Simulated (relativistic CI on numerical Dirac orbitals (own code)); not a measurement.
# Hg²⁺: one ion under different settings

Aim: see what numerical and physical settings do to the SCF, the total energy and the lowest levels of Hg²⁺.

Program: relativistic CI on numerical Dirac orbitals (own code) version 3. Level of theory: Dirac-Coulomb-Breit CI, KLI orbitals optimised for each configuration, model QED (radiative potential, 1s self-energy scaled to tabulated hydrogen-like ionisation energies), numerical settings as typed. These are calculated values, not measurements, unless marked.

**1. The atom as given**

- ion: Hg²⁺ (Hg III)
- nuclear charge: 80
- electrons: 78
- isotope: A = 202

**2. The usual input**

Input settings:

```ini
atom Hg  Z=80  charge=2  electrons=78
nucleus A=202  rms_radius_fm=5.4648
hamiltonian dirac-coulomb  breit=on  qed=on  c_scale=1
orbitals kli  potential=per-configuration
slater_scale 1
correlation none
mixing on
grid step=0.0125 r_max=86.5
scf mixing=0.4 start=green max_iterations=150 tolerance=2e-08 node_fill=0.05
configurations
  [Xe] 4f14 5d10
  [Xe] 4f14 5d9 6s
end
```

Started as:

```bash
> python run_levels.py task.json out
```

The settings of every run stand in task.json; they run in order.

**3. Slater scale 0.6**

The settings differ from step 2 so:

```diff
@@ -4,3 +4,3 @@
 orbitals kli  potential=per-configuration
-slater_scale 1
+slater_scale 0.6
 correlation none
```

**4. Breit term off, potential mixing 0.7**

Input settings:

```ini
atom Hg  Z=80  charge=2  electrons=78
nucleus A=202  rms_radius_fm=5.4648
hamiltonian dirac-coulomb  breit=off  qed=on  c_scale=1
orbitals kli  potential=per-configuration
slater_scale 1
correlation none
mixing on
grid step=0.0125 r_max=86.5
scf mixing=0.7 start=green max_iterations=150 tolerance=2e-08 node_fill=0.05
configurations
  [Xe] 4f14 5d10
  [Xe] 4f14 5d9 6s
end
```

**5. Tolerance 1e-05**

Input settings:

```ini
atom Hg  Z=80  charge=2  electrons=78
nucleus A=202  rms_radius_fm=5.4648
hamiltonian dirac-coulomb  breit=on  qed=on  c_scale=1
orbitals kli  potential=per-configuration
slater_scale 1
correlation none
mixing on
grid step=0.0125 r_max=86.5
scf mixing=0.4 start=green max_iterations=150 tolerance=1e-05 node_fill=0.05
configurations
  [Xe] 4f14 5d10
  [Xe] 4f14 5d9 6s
end
```

**6. Grid step 0.04, start potential previous, potential mixing 0.05**

The settings differ from step 5 so:

```diff
@@ -7,4 +7,4 @@
 mixing on
-grid step=0.0125 r_max=86.5
-scf mixing=0.4 start=green max_iterations=150 tolerance=1e-05 node_fill=0.05
+grid step=0.04 r_max=86.5
+scf mixing=0.05 start=previous max_iterations=150 tolerance=2e-08 node_fill=0.05
 configurations
```

**7. Tolerance 0.3**

The settings differ from step 6 so:

```diff
@@ -7,4 +7,4 @@
 mixing on
-grid step=0.04 r_max=86.5
-scf mixing=0.05 start=previous max_iterations=150 tolerance=2e-08 node_fill=0.05
+grid step=0.0125 r_max=86.5
+scf mixing=0.4 start=green max_iterations=59 tolerance=0.3 node_fill=0.05
 configurations
```

**8. Node fill 50**

The settings differ from step 7 so:

```diff
@@ -8,3 +8,3 @@
 grid step=0.0125 r_max=86.5
-scf mixing=0.4 start=green max_iterations=59 tolerance=0.3 node_fill=0.05
+scf mixing=0.4 start=green max_iterations=70 tolerance=2e-08 node_fill=50
 configurations
```

(Steps that only read results are left out.)

What does the calculation give? Wanted: lowest level, usual settings; total energy; first excitation.

**Answer**, as computed:

| setting | total energy less usual (Ha) | largest shift of a level among the lowest eight of both runs, same label and place (cm⁻¹) | SCF iterations | time | lowest level | kind of change |
| --- | --- | --- | --- | --- | --- | --- |
| usual | 0 | 0 | 25 | 0.34 s | 5d10 1S0 | - |
| Slater scale 0.6 | 0 | 1530 | 25 | 0.35 s | 5d10 1S0 | model term |
| Breit term off, potential mixing 0.7 | -22.6 | 371 | 22 | 0.29 s | 5d10 1S0 | model term |
| tolerance 1e-05 | 7.16e-07 | 0.238 | 20 | 0.32 s | 5d10 1S0 | numerical |
| grid step 0.04, start potential previous, potential mixing 0.05 | 0.000858 | 0.200 | 27 | 0.13 s | 5d10 1S0 | numerical |
| tolerance 0.3 | 0.554 | 2340 | 6 | 0.24 s | 5d10 1S0 | unsound |
| node fill 50 | 1.6 | 10200 | 26 | 0.37 s | 5d10 1S0 | unsound |

| quantity | value |
| --- | --- |
| lowest level, usual settings | 5d10 1S0 |
| total energy | -19609.6965 Ha |
| first excitation | 43052 cm⁻¹ |

Among the runs whose levels can be followed, they move most under «node fill 50» (unsound), by up to 10200 cm⁻¹. No visible change in the result comes from «tolerance 1e-05». Only the listed configurations are in the model. In a near-neutral ion this small CI can misplace whole configurations by 10,000 cm⁻¹ or more, above all where the count of f electrons changes.
